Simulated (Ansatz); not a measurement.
I need a phonon calculation by linear response of SnO2, space group R-3m. Use Ansatz 0.2.0 through its Python package. Use: LDA, PAW, cutoff 470 eV, 6×6×6 k-points, fixed occupations.

The script reads `sno2.extxyz`:
```text
3
Lattice="1.61709308 0.93362912 4.80059258 -1.61709308 0.93362912 4.80059258 0.0 -1.86725824 4.80059258" Properties=species:S:1:pos:R:3 pbc="T T T"
Sn    0.00000000    0.00000000    7.20088888
O    -0.00000000   -0.00000000    3.41566963
O    -0.00000000    0.00000000   10.98610812
```

Script `sno2_dfpt.py`:
```python
# -*- coding: utf-8 -*-
from pathlib import Path

import ansatz as az
import numpy as np

xtal = az.Crystal.from_extxyz("sno2.extxyz")

calc = (
    xtal.calculation()
    .scf(tolerance=1e-10)
    .functional("LDA")
    .occupations("Fixed")
    .basis(470)
    .kpoints(6, 6, 6)
    .phonons("dfpt", dielectric=True, lo_to_directions=[(1, 1, 1)])
)
res = calc.run(runs_dir="runs")
ph = res.phonons

print("Gamma modes (1/cm):", " ".join(f"{w:.1f}" for w in ph.gamma_omega_inv_cm))
print("in meV:", " ".join(f"{w * 0.1239842:.2f}" for w in ph.gamma_omega_inv_cm))
field = res.phonons_dielectric
print("eps_inf diagonal:", np.round(np.diag(field.eps_inf), 3))
for site, z in zip(res.lattice.sites, field.zstar_e):
    print(f"Born charge {site.symbol:2s}", np.round(np.diag(z), 3) + 0.0)
rows = (Path(res.output_folder) / "results" / "optical_modes.tsv").read_text().splitlines()
for line in rows:
    if not line.startswith("#"):
        print("  ".join(f"{float(v):.3f}" for v in line.split()[:8]))
```

```console
$ python sno2_dfpt.py
DeckWarning: phonons.dielectric: true without phonons.rigid_motions: the static dielectric tensor ε⁰ will be withheld (ε∞, Z* and the rows of modes are given); for a crystal or a slab, whose only [...]
RunWarning: field response: ε∞ stands inside a basis, on 8×8×8 points; the force constants stand on the 6×6×6 k-mesh, whose period is 11.51 times the interband length at k = (0.0000, 0.0000, 0.0000), [...]
Gamma modes (1/cm): 0.0 0.0 0.0 357.1 357.1 412.0 412.0 448.1 464.0
in meV: 0.00 0.00 0.00 44.27 44.27 51.09 51.09 55.56 57.53
eps_inf diagonal: [4.622 4.622 2.875]
Born charge Sn [4.522 4.522 1.944]
Born charge O  [-2.261 -2.261 -0.972]
Born charge O  [-2.261 -2.261 -0.972]
0.000  0.000  0.000  357.073  2.000  37.428  0.811  -0.000
0.000  0.000  0.000  412.047  2.000  0.000  0.000  -0.000
0.000  0.000  0.000  448.115  1.000  3.459  0.000  0.000
0.000  0.000  0.000  464.035  1.000  0.000  0.000  0.000
0.000  0.000  1.000  357.073  2.000  37.428  0.811  -0.000
0.000  0.000  1.000  412.047  2.000  0.000  0.000  -0.000
0.000  0.000  1.000  464.035  1.000  0.000  0.000  -0.000
0.000  0.000  1.000  509.734  1.000  3.459  0.000  -0.000
```
(Warnings from the package without file and line, shortened.)

Caveats:
- The cell isn't relaxed first, so the values belong to this volume.
- The mesh doesn't settle the field response to the digits printed.
- The structure comes from a database of computed cells and needn't be a stable or known phase.
- The structure is taken as given; imaginary modes can come from an unrelaxed or unstable start.
- Hardware and time: 90 s on 1 thread of Intel(R) Xeon(R) Processor @ 2.30GHz, on a shared host, peak memory 0.8 GiB.
